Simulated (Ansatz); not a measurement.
# HfO+ (quartet): wave-function methods side by side, def2-TZVPP

One table from this session's results is given with a row withheld; the runs are named, their logs left out.

Computed with Ansatz 0.2.0, Gaussian basis. Level: def2-TZVPP, core rule «outside noble gas», up to 5 orbitals frozen.

Plan: UHF; ROHF; CCSD(T) on UHF.

**The geometry**

The geometry is a PBE0/def2-TZVP stationary point (not a proven minimum) of the parent state, kept for this charge and spin. No spin-orbit coupling is included. Elements past krypton take def2 core potentials.

2 atoms, charge 1, spin multiplicity 4.

Atoms are counted from 1 here; the program's logs count them from 0.

Bond lengths: Hf1–O2 1.996 Å.

The first run:

Input file in.yaml:

```yaml
crystal:
  periodic: [false, false, false]
  atoms:
    - {symbol: Hf, position_ang: [0.000000, 0.000000, 0.000000]}
    - {symbol: O, position_ang: [0.000000, 0.000000, 1.995600]}
basis:
  gaussian: {orbitals: def2-TZVPP}
total_charge: 1
magnetization: {spin_polarized: true, initial_magnetization: 3}
hamiltonian: {xc: hf}
output: {orbitals: {seedname: orbitals}}
```

On the command line:

```bash
$ ansatz run in.yaml --threads 1 --pin off --events-out ev --progress --plain --max-ram 2816MiB --backend cpu
```

Among the steps run: UHF; ROHF; CCSD(T) on UHF.

One table of the session follows, with a row left open; its other results are not shown here.

| method | from UCCSD(T) (kJ/mol) |
| --- | --- |
| ROHF | ? |
| UHF | +648.7 |
| UMP2 | +57.4 |
| UCCSD | +26.4 |
| UCCSD(T) | 0 |

**Question.** Estimate the row for ROHF.

The run gave: from UCCSD(T) (kJ/mol): +667.8. In the column «from UCCSD(T) (kJ/mol)» it is the highest.
